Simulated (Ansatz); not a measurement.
Ge2Sb2Te5:

```
Te Sb Ge
1.0
     4.29406    0.00000    0.00000
    -2.14703    3.71877    0.00000
     0.00000    0.00000   17.10135
Te Sb Ge
5 2 2
Direct
  0.66667 0.33333 0.41989
  0.33333 0.66667 0.58011
  0.33333 0.66667 0.20154
  0.66667 0.33333 0.79846
  0.00000 0.00000 0.00000
  0.00000 0.00000 0.32007
  0.00000 0.00000 0.67993
  0.66667 0.33333 0.10290
  0.33333 0.66667 0.89711
```

The cell comes from a database or a generator and needn't be the stable form of this composition.

| Item | Value |
| --- | --- |
| Program | Ansatz 0.2.0 |
| Task | relaxation of cell and atoms |
| Functional | PBEsol |
| Potentials or basis | Ansatz PAW |
| Cutoff | 420 eV (not typed: the program's choice for these potentials) |
| k mesh | 7 × 7 × 2 |
| Occupations | fermi-dirac, width 0.05 eV |
| Spin | no spin polarisation |

At the start: volume 30.34 Å³/atom.

Where does the relaxation end?

It ends after 5 steps and the volume is 29.00 Å³/atom (-4.4 %); space group P-3m1 (No. 164, to 0.05 Å).

Step by step:
```
step  energy change (eV)  largest force (eV/Å)  volume (Å³)
   1              0.0000                0.1316       273.09
   2             -0.0497                0.1349       253.18
   3             -0.1033                0.0134       261.46
   4             -0.1038                0.0020       260.97
   5             -0.1016                0.0021       260.97
```

Final structure:
```xyz
9
Lattice="4.2253 0.0000 0.0000 -2.1126 3.6592 0.0000 0.0000 0.0000 16.8790" Properties=species:S:1:pos:R:3 pbc="T T T"
Te    2.1126    1.2197    7.0648
Te    0.0000    2.4395    9.8141
Te    0.0000    2.4395    3.3450
Te    2.1126    1.2197   13.5340
Te    0.0000    0.0000    0.0000
Sb    0.0000    0.0000    5.3472
Sb    0.0000    0.0000   11.5318
Ge    2.1126    1.2197    1.6921
Ge    0.0000    2.4395   15.1869
```

Caveat: the plane-wave basis is chosen anew once the cell has moved, so the energies of steps on either side of that aren't comparable; the PAW data sets come from PBE, with cores solved anew for the run's functional, which leaves a small shift of forces and pressure.
